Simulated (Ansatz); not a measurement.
# CdCAs2: the cell at several levels of theory, part 2 of 2

The system is CdCAs2 as one 8-atom ordering (I-42d) on the zincblende lattice, a generated structure that needn't be the ground state.

Ansatz 0.2.0, plane waves. The steps go on from the part before.

**3. Relaxing with r2SCAN**

It starts from the cell of step 2.

Input file input.yaml:

```yaml
crystal:
  lattice:
    - [-2.8912562296, 2.8912562296, 4.5460871873]
    - [2.8912562296, -2.8912562296, 4.5460871873]
    - [2.8912562296, 2.8912562296, -4.5460871873]
  atoms:
    - { symbol: Cd, position: [0.0, 0.0, 0.0] }
    - { symbol: As, position: [0.375, 0.4621596407, 0.5871596407] }
    - { symbol: Cd, position: [0.75, 0.25, 0.5] }
    - { symbol: As, position: [0.2121596407, 0.625, 0.0871596407] }
    - { symbol: C, position: [0.5, 0.5, 0.0] }
    - { symbol: As, position: [0.875, 0.7878403593, 0.4128403593] }
    - { symbol: C, position: [0.25, 0.75, 0.5] }
    - { symbol: As, position: [0.5378403593, 0.125, -0.0871596407] }
kpoints:
  mp_grid: { grid: [6, 6, 6] }
hamiltonian:
  xc: r2scan
scf:
  occupations: { method: fermi_dirac, width: 0.02 }
relax:
  f_tol: 0.005
  cell: {}
```

The run is started by

```
$ ansatz run input.yaml --threads 2 --pin off --max-ram 20275MiB --backend cpu --events-out ev --progress --plain --runs-dir out
```

Output:

```text
Engine: ansatz 0.2.0, x86_64-unknown-linux-gnu
Pseudopotentials: kind: paw
Pseudopotential: Cd, paw, valence charge 20, recommended cutoff 500 eV (meta_gga), Cd.paw.azcp
Pseudopotential: As, paw, valence charge 15, recommended cutoff 500 eV (meta_gga), As.paw.azcp
Pseudopotential: C, paw, valence charge 4, recommended cutoff 500 eV (meta_gga), C.paw.azcp
Functional definition: r2SCAN
  parameter k0 = 0.174
  parameter k1 = 0.065
  parameter a1 = 4.9479
  exchange = r2scan_x(k0 = k0, k1 = k1, a1 = a1)
  correlation = r2scan_c
Crystal: 8 atoms, lattice volume = 152.010 Å³
Basis set: ecut = 500 eV, 3865 PW (Γ), exchange–correlation on 180×180×180 points (64 copies of the dense FFT grid, shifted against one another)
Bands: 65, of which v1, the nominal top of the filled ones, is band 54 counted from 1 (53 counted from 0)
Symmetry: 8 space group operations
Space group: I-42d (ITA 122), of the structure as read, at distance tolerance 5.3e-5 Å
k-points: 30 of 216 (time reversal used)
Non-local potential: Cd, projectors of the file, l = 0: 3, l = 1: 2, l = 2: 2, l = 3: 1
Non-local potential: As, projectors of the file, l = 0: 2, l = 1: 2, l = 2: 3, l = 3: 1
Non-local potential: C, projectors of the file, l = 0: 2, l = 1: 2, l = 2: 1
PAW form: soft (Blöchl's): semilocal exchange-correlation on the pseudo side does not see the compensation charge
PAW frozen core: Cd, regenerated for the run's functional (the file was generated under x = pbe(κ = 0.804, μ = 0.2195149727645171), c = pbe(β = 0.06672455060314922))
PAW frozen core: As, regenerated for the run's functional (the file was generated under x = pbe(κ = 0.804, μ = 0.2195149727645171), c = pbe(β = 0.06672455060314922))
PAW frozen core: C, regenerated for the run's functional (the file was generated under x = pbe(κ = 0.804, μ = 0.2195149727645171), c = pbe(β = 0.06672455060314922))
PAW one-centre angular grid: Cd, 590 points (default); XC on 160 Gauss nodes
PAW one-centre angular grid: As, 590 points (default); XC on 160 Gauss nodes
PAW one-centre angular grid: C, 302 points (default); XC on 239 of its mesh's 2573 points in the sphere
Initial density: superposition of atomic densities (neutral atoms: chi_scale 0, normalization atom), corrected by the library's trained network
Initial wavefunctions: pseudopotential atomic-orbital guess
Functional: x = r2scan, c = r2scan; τ floored in thin density (d = 2e-4 eV/Å³)
SCF iter   1: F=—  HF=-36493.551737 eV  |F-HF|=—  |Δ(HF+E_count)|=         —  Δρ=8.38e-3  dr2=9.97e-2  dr2_τ=1.07e-1  ethr=1.77e-3  ⟨swp⟩=6.0  Hψ=6649  notcnv=0  defer=1
preconditioner: auto → Resta (q_TF=auto, 2.577 Å⁻¹)  ε∞=4.7  [insulator: Δε(μ)=0.291 eV  Ē_g=11.357 eV  σ=0.020 eV  W_gap=1.00  n_scr=58 (ndim 8)  ℏωp=21.7 eV  f_vac=0.008  D(μ)=0.00/eV (n_scr^D=0)  ε∞_Penn≈4.7]
SCF iter   2: F=—  HF=-36493.590612 eV  |F-HF|=—  |Δ(HF+E_count)|=   3.89e-2  Δρ=3.54e-3  dr2=1.28e-2  dr2_τ=2.58e-3  ethr=9.24e-5  ⟨swp⟩=3.0  Hψ=3932  notcnv=0  defer=147
SCF iter   3: F=—  HF=-36493.591301 eV  |F-HF|=—  |Δ(HF+E_count)|=   6.89e-4  Δρ=2.01e-3  dr2=4.47e-3  dr2_τ=2.11e-4  ethr=1.18e-5  ⟨swp⟩=1.9  Hψ=1923  notcnv=0  defer=57
automatic band count: iteration 3 solves 62 bands in place of 65: the levels show a gap, and the empty bands left out lie too high to hold charge; the band table lists the bands solved (type scf.n_extra_bands for more)
SCF iter   4: F=—  HF=-36493.591890 eV  |F-HF|=—  |Δ(HF+E_count)|=   5.90e-4  Δρ=2.25e-4  dr2=4.88e-5  dr2_τ=6.81e-6  ethr=4.14e-6  ⟨swp⟩=2.0  Hψ=2722  notcnv=0  defer=57
SCF iter   5: F=—  HF=-36493.591976 eV  |F-HF|=—  |Δ(HF+E_count)|=   8.61e-5  Δρ=1.04e-4  dr2=1.38e-5  dr2_τ=5.79e-7  ethr=4.52e-8  ⟨swp⟩=2.0  Hψ=3423  notcnv=0  defer=57
SCF iter   6: F=—  HF=-36493.591984 eV  |F-HF|=—  |Δ(HF+E_count)|=   7.67e-6  Δρ=2.67e-5  dr2=9.58e-7  dr2_τ=6.38e-8  ethr=1.28e-8  ⟨swp⟩=2.0  Hψ=3183  notcnv=0  defer=57
SCF iter   7: F=-36493.591985 eV  HF=-36493.591985 eV  |F-HF|=4.00e-10  |Δ(HF+E_count)|=   6.89e-7  Δρ=7.66e-6  dr2=8.32e-8  dr2_τ=4.53e-9  ethr=9.26e-11  ⟨swp⟩=5.0  Hψ=6255  notcnv=0
SCF 1 converged in 7 iterations: F = -36493.591985 eV  dr2 = 8.32e-8
relax step   1: F+E_penalty+E_count = -36493.59198475 eV  Δ(F+E_penalty+E_count) = +0.000e0 eV  max|allowed force component| = 1.297e-2 eV/Å  Δτ_max = 0.0000 Å  P = -2.222 GPa  Ω = 152.010 Å³  (7 SCF iters, dr2 threshold 1.00e-7 eV, accepted)
Crystal: 8 atoms, lattice volume = 147.201 Å³
Basis set: ecut = 500 eV, 3769 PW (Γ), exchange–correlation on 180×180×180 points (64 copies of the dense FFT grid, shifted against one another)
Initial density: handed on by an earlier stage of this run
Initial wavefunctions: those handed on with the density
iter 1 solved again at ethr=1.13e-5 eV; its pass at ethr=3.10e-3 eV (dr2=1.22e-2 eV) is discarded
SCF iter   1: F=—  HF=-36493.529464 eV  |F-HF|=—  |Δ(HF+E_count)|=         —  Δρ=2.81e-3  dr2=1.26e-2  dr2_τ=6.18e-2  ethr=1.13e-5  ⟨swp⟩=2.3  Hψ=8097  notcnv=0
automatic band count: iteration 1 solves 62 bands in place of 65: the levels show a gap, and the empty bands left out lie too high to hold charge; the band table lists the bands solved (type scf.n_extra_bands for more)
preconditioner: auto → Resta (q_TF=auto, 2.591 Å⁻¹)  ε∞=5.3  [insulator: Δε(μ)=0.296 eV  Ē_g=10.695 eV  σ=0.020 eV  W_gap=1.00  n_scr=50 (ndim 8)  ℏωp=22.1 eV  f_vac=0.006  D(μ)=0.00/eV (n_scr^D=0)  ε∞_Penn≈5.3]
SCF iter   2: F=—  HF=-36493.612581 eV  |F-HF|=—  |Δ(HF+E_count)|=   8.31e-2  Δρ=1.20e-3  dr2=2.07e-3  dr2_τ=1.58e-4  ethr=1.13e-5  ⟨swp⟩=3.0  Hψ=3937  notcnv=0
SCF iter   3: F=—  HF=-36493.612595 eV  |F-HF|=—  |Δ(HF+E_count)|=   1.40e-5  Δρ=6.41e-4  dr2=5.74e-4  dr2_τ=1.42e-5  ethr=1.92e-6  ⟨swp⟩=3.0  Hψ=3520  notcnv=0
SCF iter   4: F=—  HF=-36493.612725 eV  |F-HF|=—  |Δ(HF+E_count)|=   1.30e-4  Δρ=1.54e-4  dr2=5.06e-5  dr2_τ=4.40e-6  ethr=5.31e-7  ⟨swp⟩=2.8  Hψ=3210  notcnv=0
SCF iter   5: F=—  HF=-36493.612728 eV  |F-HF|=—  |Δ(HF+E_count)|=   2.32e-6  Δρ=4.88e-5  dr2=3.20e-6  dr2_τ=1.39e-7  ethr=4.69e-8  ⟨swp⟩=2.0  Hψ=3240  notcnv=0
SCF iter   6: F=-36493.612729 eV  HF=-36493.612729 eV  |F-HF|=3.86e-7  |Δ(HF+E_count)|=   1.68e-6  Δρ=2.44e-5  dr2=6.19e-7  dr2_τ=1.83e-8  ethr=7.41e-10  ⟨swp⟩=4.0  Hψ=6001  notcnv=0
SCF 2 converged in 6 iterations: F = -36493.612729 eV  dr2 = 6.19e-7
relax step   2: F+E_penalty+E_count = -36493.61272897 eV  Δ(F+E_penalty+E_count) = -2.074e-2 eV  max|allowed force component| = 2.287e-1 eV/Å  Δτ_max = 0.0196 Å  P = +0.403 GPa  Ω = 147.201 Å³  energy of the carried Pulay correction = +1.280e-3 eV  (6 SCF iters, dr2 threshold 8.00e-7 eV, accepted)
Crystal: 8 atoms, lattice volume = 148.119 Å³
iter 1 solved again at ethr=1.09e-6 eV; its pass at ethr=3.10e-3 eV (dr2=1.18e-3 eV) is discarded
SCF iter   1: F=—  HF=-36493.614225 eV  |F-HF|=—  |Δ(HF+E_count)|=         —  Δρ=1.12e-3  dr2=1.15e-3  dr2_τ=4.73e-3  ethr=1.09e-6  ⟨swp⟩=2.8  Hψ=8196  notcnv=0
automatic band count: iteration 1 solves 63 bands in place of 65: the levels show a gap, and the empty bands left out lie too high to hold charge; the band table lists the bands solved (type scf.n_extra_bands for more)
preconditioner: auto → Resta (q_TF=auto, 2.588 Å⁻¹)  ε∞=5.0  [insulator: Δε(μ)=0.407 eV  Ē_g=10.943 eV  σ=0.020 eV  W_gap=1.00  n_scr=50 (ndim 8)  ℏωp=22.0 eV  f_vac=0.008  D(μ)=0.00/eV (n_scr^D=0)  ε∞_Penn≈5.0]
SCF iter   2: F=—  HF=-36493.620902 eV  |F-HF|=—  |Δ(HF+E_count)|=   6.68e-3  Δρ=6.10e-4  dr2=3.21e-4  dr2_τ=1.07e-5  ethr=1.06e-6  ⟨swp⟩=2.0  Hψ=3780  notcnv=0
SCF iter   3: F=—  HF=-36493.621047 eV  |F-HF|=—  |Δ(HF+E_count)|=   1.44e-4  Δρ=2.39e-4  dr2=5.92e-5  dr2_τ=2.46e-6  ethr=2.97e-7  ⟨swp⟩=2.0  Hψ=2586  notcnv=0
SCF iter   4: F=—  HF=-36493.621064 eV  |F-HF|=—  |Δ(HF+E_count)|=   1.70e-5  Δρ=5.36e-5  dr2=4.74e-6  dr2_τ=1.10e-7  ethr=5.48e-8  ⟨swp⟩=2.0  Hψ=3270  notcnv=0
SCF iter   5: F=—  HF=-36493.621065 eV  |F-HF|=—  |Δ(HF+E_count)|=   9.77e-7  Δρ=2.49e-5  dr2=1.11e-6  dr2_τ=3.71e-8  ethr=7.41e-10  ⟨swp⟩=4.0  Hψ=5987  notcnv=0
SCF iter   6: F=-36493.621065 eV  HF=-36493.621065 eV  |F-HF|=5.11e-8  |Δ(HF+E_count)|=   3.13e-7  Δρ=1.21e-5  dr2=1.62e-7  dr2_τ=7.49e-9  ethr=7.41e-10  ⟨swp⟩=4.0  Hψ=6020  notcnv=0
SCF 3 converged in 6 iterations: F = -36493.621065 eV  dr2 = 1.62e-7
relax step   3: F+E_penalty+E_count = -36493.62106481 eV  Δ(F+E_penalty+E_count) = -8.336e-3 eV  max|allowed force component| = 2.679e-3 eV/Å  Δτ_max = 0.0162 Å  P = -0.033 GPa  Ω = 148.119 Å³  energy of the carried Pulay correction = +1.032e-3 eV  (6 SCF iters, dr2 threshold 8.00e-7 eV, accepted)
Crystal: 8 atoms, lattice volume = 148.046 Å³
iter 1 solved again at ethr=7.48e-9 eV; its pass at ethr=3.10e-3 eV (dr2=8.08e-6 eV) is discarded
SCF iter   1: F=—  HF=-36493.621063 eV  |F-HF|=—  |Δ(HF+E_count)|=         —  Δρ=7.87e-5  dr2=8.19e-6  dr2_τ=7.71e-5  ethr=7.48e-9  ⟨swp⟩=3.0  Hψ=8444  notcnv=0
automatic band count: iteration 1 solves 63 bands in place of 65: the levels show a gap, and the empty bands left out lie too high to hold charge; the band table lists the bands solved (type scf.n_extra_bands for more)
preconditioner: auto → Resta (q_TF=auto, 2.589 Å⁻¹)  ε∞=5.0  [insulator: Δε(μ)=0.392 eV  Ē_g=10.945 eV  σ=0.020 eV  W_gap=1.00  n_scr=50 (ndim 8)  ℏωp=22.0 eV  f_vac=0.008  D(μ)=0.00/eV (n_scr^D=0)  ε∞_Penn≈5.0]
SCF iter   2: F=—  HF=-36493.621155 eV  |F-HF|=—  |Δ(HF+E_count)|=   9.26e-5  Δρ=4.67e-5  dr2=2.53e-6  dr2_τ=1.26e-7  ethr=7.48e-9  ⟨swp⟩=2.0  Hψ=3511  notcnv=0
SCF iter   3: F=—  HF=-36493.621156 eV  |F-HF|=—  |Δ(HF+E_count)|=   7.51e-7  Δρ=1.94e-5  dr2=4.43e-7  dr2_τ=2.38e-8  ethr=2.34e-9  ⟨swp⟩=2.0  Hψ=2499  notcnv=0
SCF iter   4: F=—  HF=-36493.621156 eV  |F-HF|=—  |Δ(HF+E_count)|=   3.00e-7  Δρ=6.54e-6  dr2=5.02e-8  dr2_τ=3.29e-9  ethr=4.10e-10  ⟨swp⟩=2.0  Hψ=2665  notcnv=0
SCF iter   5: F=-36493.621156 eV  HF=-36493.621156 eV  |F-HF|=2.08e-9  |Δ(HF+E_count)|=   1.74e-8  Δρ=1.39e-6  dr2=2.54e-9  dr2_τ=1.08e-10  ethr=2.15e-11  ⟨swp⟩=4.0  Hψ=5969  notcnv=0
SCF 4 converged in 5 iterations: F = -36493.621156 eV  dr2 = 2.54e-9
relax step   4: F+E_penalty+E_count = -36493.62115643 eV  Δ(F+E_penalty+E_count) = -9.161e-5 eV  max|allowed force component| = 2.901e-3 eV/Å  Δτ_max = 0.0002 Å  P = -0.005 GPa  Ω = 148.046 Å³  energy of the carried Pulay correction = +1.052e-3 eV  (5 SCF iters, dr2 threshold 2.32e-8 eV, accepted)
Initial wavefunctions: pseudopotential atomic-orbital guess (no wavefunctions were taken with the density)
iter 1 solved again at ethr=7.69e-8 eV; its pass at ethr=3.10e-3 eV (dr2=8.31e-5 eV) is discarded
SCF iter   1: F=—  HF=-36493.620082 eV  |F-HF|=—  |Δ(HF+E_count)|=         —  Δρ=3.73e-5  dr2=2.49e-7  dr2_τ=3.10e-6  ethr=7.69e-8  ⟨swp⟩=3.1  Hψ=11537  notcnv=0
preconditioner: auto → Resta (q_TF=auto, 2.589 Å⁻¹)  ε∞=4.7  [insulator: Δε(μ)=0.392 eV  Ē_g=11.448 eV  σ=0.020 eV  W_gap=1.00  n_scr=50 (ndim 8)  ℏωp=22.0 eV  f_vac=0.008  D(μ)=0.00/eV (n_scr^D=0)  ε∞_Penn≈4.7]
SCF iter   2: F=—  HF=-36493.620171 eV  |F-HF|=—  |Δ(HF+E_count)|=   8.82e-5  Δρ=1.94e-5  dr2=6.95e-8  dr2_τ=6.15e-8  ethr=2.31e-10  ⟨swp⟩=2.0  Hψ=3570  notcnv=0
SCF iter   3: F=—  HF=-36493.620171 eV  |F-HF|=—  |Δ(HF+E_count)|=   1.88e-7  Δρ=2.37e-6  dr2=1.74e-9  dr2_τ=1.18e-9  ethr=6.44e-11  ⟨swp⟩=2.0  Hψ=3510  notcnv=0
SCF iter   4: F=—  HF=-36493.620171 eV  |F-HF|=—  |Δ(HF+E_count)|=   2.40e-9  Δρ=5.38e-7  dr2=2.32e-10  dr2_τ=4.20e-11  ethr=1.61e-12  ⟨swp⟩=2.0  Hψ=3510  notcnv=0
SCF iter   5: F=-36493.620171 eV  HF=-36493.620171 eV  |F-HF|=3.64e-11  |Δ(HF+E_count)|=  1.89e-10  Δρ=1.65e-7  dr2=3.72e-11  dr2_τ=6.00e-12  ethr=1.00e-12  ⟨swp⟩=4.4  Hψ=6057  notcnv=0
SCF 5 converged in 5 iterations: F = -36493.620171 eV  dr2 = 3.72e-11
relax step   5: F+E_penalty+E_count = -36493.62017083 eV  Δ(F+E_penalty+E_count) = +9.856e-4 eV  max|allowed force component| = 2.873e-3 eV/Å  Δτ_max = 0.0000 Å  P = -0.009 GPa  Ω = 148.046 Å³  stress off target by 4.89e-2 GPa  SCF on the basis re-selected at this cell (its energy is not comparable with the rows above)  (5 SCF iters)
basis re-selected at this cell: Δ(F+E_penalty+E_count) = +9.856e-4 eV, ΔP = -0.004 GPa vs the last step (what re-selecting the basis moved, of the pressure what is left beyond the Pulay correction that the steps carried, after the strain that the cell walked since its last selection, with what the two solves' SCF thresholds leave and, on support functions, any second-order correction that the steps lacked; it is no measure of the basis error at this ecutwfc). This SCF's stress stands 4.89e-2 GPa from its target on what of the cell is left free (relax.cell.stress_tol is 5.00e-2 GPa) and its largest allowed force component is 2.87e-3 eV/Å (relax.f_tol is 5.00e-3 eV/Å): within both
SCF converged after 5 iterations
Free energy (F): -36493.620171 eV
Harris-Foulkes:  -36493.620171 eV  (|F-HF|=3.64e-11)
Internal energy: -36493.620171 eV  (E = F + TS)
E sigma→0 (E₀):  -36493.620171 eV
Entropy (-TS):   -0.000000 eV (-0.000 meV/atom)
Fermi energy:    11.346635 eV
--- Per-component energies (eV) ---
  E_band       = -1879.840757
  E_kinetic    = 1592.831208
  E_local      = -13574.413201  (includes V_loc(G=0)·N_el)
  E_nonlocal   = -2557.868728
  E_hartree    = 6906.038978
  E_xc         = -726.513866
  E_vxc        = -958.093487  (∫ρ·V_xc dr)
  E_paw        = -15803.166193  (= ΣΔE_a)
  E_vpaw       = -253.632685  (= ΣTr[D̂ρ^β])
  E_aug_tail   = -0.000007  (compensation charges beyond the density's cutoff)
  E_vtau       = 59.258093  (kinetic-family band-sum trace: ∫τ·v_τ [+ j·A + Jᵃ·Aᵃ] dr)
  E_ewald      = -12323.519642
  E_core_change = -7.008720  (= ΣΔE_core)
  E_smearing   = -0.000000  (= −TS)
  E_closure    = 0.000000  (closes the sum)
  Σ components = -36493.620171   (vs F -36493.620171, Δ=0.00e0)
--- Forces (eV/Å), atoms counted from 1 ---
  atom   1  Cd     0.00000000     0.00000000     0.00000000
  atom   2  As     0.00287253     0.00000000     0.00000000
  atom   3  Cd    -0.00000000    -0.00000000     0.00000000
  atom   4  As     0.00000000     0.00287253     0.00000000
  atom   5  C      0.00000000     0.00000000    -0.00000000
  atom   6  As    -0.00287253     0.00000000     0.00000000
  atom   7  C     -0.00000000    -0.00000000    -0.00000000
  atom   8  As     0.00000000    -0.00287253     0.00000000
  max |Σ_I F_I| component: 5.23e-17 eV/Å
--- Stress (GPa, compression-positive) ---
        0.011197       0.000000      -0.000000
        0.000000       0.011197      -0.000000
       -0.000000      -0.000000      -0.048938
  P = ⅓ Tr σ = -0.0088 GPa (-0.088 kbar)
--- Relaxed structure (4 steps of the walk, 4 accepted, 1 SCFs on fresh bases) ---
  F+E_penalty+E_count = -36493.62017083 eV   max|allowed force component| = 2.873e-3 eV/Å   (the final SCF, on the basis selected at the relaxed cell)
  cell:  # Å, volume = 148.0459 Å³
    - [-2.867954118189784, 2.867954118189784, 4.499787004859792]
    - [2.867954118189784, -2.867954118189784, 4.499787004859792]
    - [2.867954118189784, 2.867954118189784, -4.499787004859792]
  atoms:
    - { symbol: Cd, position: [7.499869166805077e-20, 7.499869166804863e-20, 1.4999738333609907e-19] }
    - { symbol: As, position: [0.3750000000000001, 0.46159293934020584, 0.5865929393402058] }
    - { symbol: Cd, position: [0.7500000000000001, 0.24999999999999997, 0.5000000000000001] }
    - { symbol: As, position: [0.21159293934020573, 0.625, 0.08659293934020579] }
    - { symbol: C, position: [0.5, 0.5, 5.513342438142906e-19] }
    - { symbol: As, position: [0.875, 0.788407060659794, 0.41340706065979427] }
    - { symbol: C, position: [0.24999999999999997, 0.7500000000000001, 0.5000000000000001] }
    - { symbol: As, position: [0.5384070606597942, 0.12499999999999994, -0.08659293934020582] }
```

It took 63 s on 2 threads of AMD EPYC 7R13 (Zen 3), shared host; peak memory 1.1 GiB.

Ionic steps:

| step | energy change (meV/atom) | largest force (eV/Å) | pressure (GPa) | volume (Å³/atom) |
| --- | --- | --- | --- | --- |
| 1 | 0.0 | 0.0130 | -2.22 | 19.001 |
| 2 | -2.6 | 0.2287 | 0.40 | 18.400 |
| 3 | -3.6 | 0.0027 | -0.03 | 18.515 |
| 4 | -3.6 | 0.0029 | 0.00 | 18.506 |
| 5 | -3.5 | 0.0029 | -0.01 | 18.506 |

Step 5 solves the same cell on a plane-wave basis chosen anew, so the energy can jump there without a move.

The table lists every geometry solved, with passes on a fresh basis, whose energies don't compare exactly with the rows above.

|  | before | after | change |
| --- | --- | --- | --- |
| a (Å) | 5.783 | 5.736 | -0.81 % |
| c (Å) | 9.092 | 9.000 | -1.02 % |
| volume (Å³/atom) | 19.001 | 18.506 | -2.61 % |
| shortest distance (Å) | 2.066 | 2.049 | -0.80 % |
| space group | I-42d | I-42d | same |

**4. Results**

What follows sums up all 2 parts.

| level | a (Å) | c (Å) | volume (Å³/atom) | space group | SCF geometries |
| --- | --- | --- | --- | --- | --- |
| PBE | 5.783 | 9.092 | 19.001 | I-42d | 13 |
| r2SCAN | 5.736 | 9.000 | 18.506 | I-42d | 5 |

In words: From the start to the first minimum the volume moved by +8.2 %. The volume runs from r2SCAN (least) to PBE (most), a spread of 2.7 %, or 0.9 % in length if all axes shared it alike.
